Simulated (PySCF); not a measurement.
**[Gd(PH3)]2+: other functionals and bases at one geometry**

How far do other levels of theory move the description of [Gd(PH3)]2+, and what does each cost? It is a constructed species; whether it can be made isn't addressed.

The runs use PySCF 2.14.0; several levels, as the steps say, no spin–orbit coupling.

1 further run of the same task is left out (for a known fault of the program).

## (1) Where the work starts

5 atoms, charge 2, spin multiplicity 1.

Bond lengths: Gd1–P2 3.124 Å, P2–H3 1.418 Å, P2–H4 1.418 Å, P2–H5 1.418 Å. Angles: Gd1–P2–H3 116.6°, Gd1–P2–H4 116.6°, Gd1–P2–H5 116.6°, H3–P2–H4 101.5°, H3–P2–H5 101.5°, H4–P2–H5 101.5°.

Geometry (Å):

```xyz
5
GdH3P
Gd    0.0000    0.0000   -0.5316
P     0.0000    0.0000    2.5922
H     1.2685    0.0000    3.2264
H    -0.6342    1.0985    3.2264
H    -0.6342   -1.0985    3.2264
```

Formal oxidation states: Gd +2. Each metal's 8 4f electrons lie in its core potential, so multiplicities, spins and levels count the valence alone. For divalent La, Ce, Gd or Lu the extra electron is normally 5d or 6s, so this core forces an excited configuration. An earlier session relaxed this geometry at PBE0, Gd lcecp-0-SVP with ECP54, P def2-SVP, H def2-SVP (singlet, point group C3v).

At PBE0 on the finer grid: E = -372.207707 Eh, frontier levels not given, since the 4f levels lie in the core, Mulliken charge on Gd1 +1.64 e, largest force component 0.017 eV/Å. 

Levels to run: revPBE; M06-L; PBE0, TZVP. Hardware: 2 threads of Arm Neoverse V2, shared host.

## (2) revPBE

Contents of run.py (the lines that set the calculation):

```python
mol = gto.M(atom='''
Gd     0.00000     0.00000    -0.53157
P      0.00000     0.00000     2.59216
H      1.26846     0.00000     3.22638
H     -0.63422     1.09852     3.22638
H     -0.63423    -1.09851     3.22638''',
    basis={'Gd': 'lcecp-0-SVP', 'P': 'def2-SVP', 'H': 'def2-SVP'},
    ecp={'Gd': 'lcecp-0-SVP'},
    charge=2, spin=0)
mf = dft.RKS(mol, xc='PBE_R,PBE')
mf.grids.atom_grid = (75, 302)  # f atoms: unpruned, at least (60, 302)
mf = mf.density_fit()  # fitting sets: Gd AutoAux, P def2-universal-JKFIT, H def2-universal-JKFIT
mf.conv_tol = 1e-08; mf.max_cycle = 55
mf.kernel(dm0)  # dm0: the density of the relaxed state
```

On the command line:

```console
$ OMP_NUM_THREADS=2 python run.py
```

## (3) M06-L

Edit run.py (the lines that set the calculation) of step 2 so:

```diff
@@ -9,3 +9,3 @@
     charge=2, spin=0)
-mf = dft.RKS(mol, xc='PBE_R,PBE')
+mf = dft.RKS(mol, xc='M06L')
 mf.grids.atom_grid = (75, 302)  # f atoms: unpruned, at least (60, 302)
```

## (4) PBE0, TZVP

Basis: Gd lcecp-0-TZVP with ECP54, P def2-TZVP, H def2-TZVP. 

Contents of run.py (the lines that set the calculation):

```python
mol = gto.M(atom='''
Gd     0.00000     0.00000    -0.53157
P      0.00000     0.00000     2.59216
H      1.26846     0.00000     3.22638
H     -0.63422     1.09852     3.22638
H     -0.63423    -1.09851     3.22638''',
    basis={'Gd': 'lcecp-0-TZVP', 'P': 'def2-TZVP', 'H': 'def2-TZVP'},
    ecp={'Gd': 'lcecp-0-TZVP'},
    charge=2, spin=0)
mf = dft.RKS(mol, xc='PBE0')
mf.grids.atom_grid = (75, 302)  # f atoms: unpruned, at least (60, 302)
mf = mf.density_fit()  # fitting sets: Gd AutoAux, P def2-universal-JKFIT, H def2-universal-JKFIT
mf.conv_tol = 1e-08; mf.max_cycle = 55
mf.kernel(dm0)  # dm0: free metal ions and neutral atoms
```

Before running it: what results should come out? Wanted: for each run, charge on Gd1; dipole; largest force.

As calculated:

| level | state | charge on Gd1 (e) | dipole (D) | largest force (eV/Å) | basis functions | time |
| --- | --- | --- | --- | --- | --- | --- |
| PBE0 (relaxed here) | singlet | 1.64 | 0.22 | 0.02 | 64 | 3.1 s |
| revPBE | singlet | 1.61 | 0.51 | 0.25 | 64 | 1.6 s |
| M06-L | singlet | 1.69 | 0.15 | 0.12 | 64 | 2.2 s |
| PBE0, TZVP | singlet | 1.71 | 0.34 | 0.18 | 102 | 3.8 s |

Times are on 2 threads of Arm Neoverse V2, shared host; the first row also made further properties. The dipole of a charged species depends on the origin, so these sizes hold for this origin alone.

The largest leftover force, 0.25 eV/Å with revPBE, stands at a geometry relaxed at another level. The Mulliken charge on Gd spans +1.61 to +1.71 e over the levels. With 4f in the core, its levels are missing from HOMO and gap. Total energies of different levels can't be compared. Spin–orbit coupling is left out throughout.
